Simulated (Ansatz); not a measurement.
Runs of Ansatz 0.2.0 on AlSn. Symmetry: P-6m2, No. 187, hexagonal system. The conventional cell has a = 4.198 Å, b = 4.198 Å, c = 3.307 Å, α = 90.00°, β = 90.00°, γ = 120.00°. Around Sn (site symmetry -6m2) lie 6 Al at 2.93 Å and 2 Sn at 3.31 Å. Al (site symmetry -6m2) has 6 Sn at 2.93 Å and 2 Al at 3.31 Å as nearest neighbours. The cell comes from a database or a generator and needn't be the stable form of this composition.

| task | level | spin | cell | k mesh | cutoff (eV) | q mesh | points for each segment of the path | gap on the mesh (eV) | pressure (GPa) | relaxed volume (Å³/atom) |
| --- | --- | --- | --- | --- | --- | --- | --- | --- | --- | --- |
| phonons | PBEsol | off | as given | 6 × 6 × 8 | 420 | 2 × 2 × 2 | 8 | none | - | - |
| relaxation of cell and atoms | LDA | off | relaxed | 7 × 7 × 8 | 420 | - | - | none | 0.0 | 23.76 |
| band structure | PBEsol | SOC, no magnetisation | as given | 7 × 7 × 8 | 420 | - | 14 | none | -1.8 | - |
| relaxation of cell and atoms | PBEsol | off | relaxed | 7 × 7 × 8 | 420 | - | - | none | 0.0 | 24.35 |
| band structure | LDA | SOC, no magnetisation | as given | 5 × 5 × 6 | 420 | - | 14 | none | (a) | - |
| band structure | PBEsol | off | as given | 7 × 7 × 8 | 420 | - | 14 | none | -1.8 | - |

Alike in all rows: potentials or basis Ansatz PAW; smearing fermi-dirac 0.05 eV.

Question: Fill in the values left out.

Answer: (a) -3.3.

Caveats: the PAW data sets come from PBE, with cores solved anew for the run's functional, which leaves a small shift of forces and pressure; the plane-wave basis is chosen anew once the cell has moved, so the energies of steps on either side of that aren't comparable (some runs); some modes are imaginary (some runs); spin-orbit coupling is left out, which moves the levels of the heavy elements (some runs).

A k mesh can miss the band edges, and rows without SOC leave out spin-orbit coupling on Sn.

A gap of «none» marks a metal or a gap under the smearing width.

Runs at the PBE level aren't shown here.
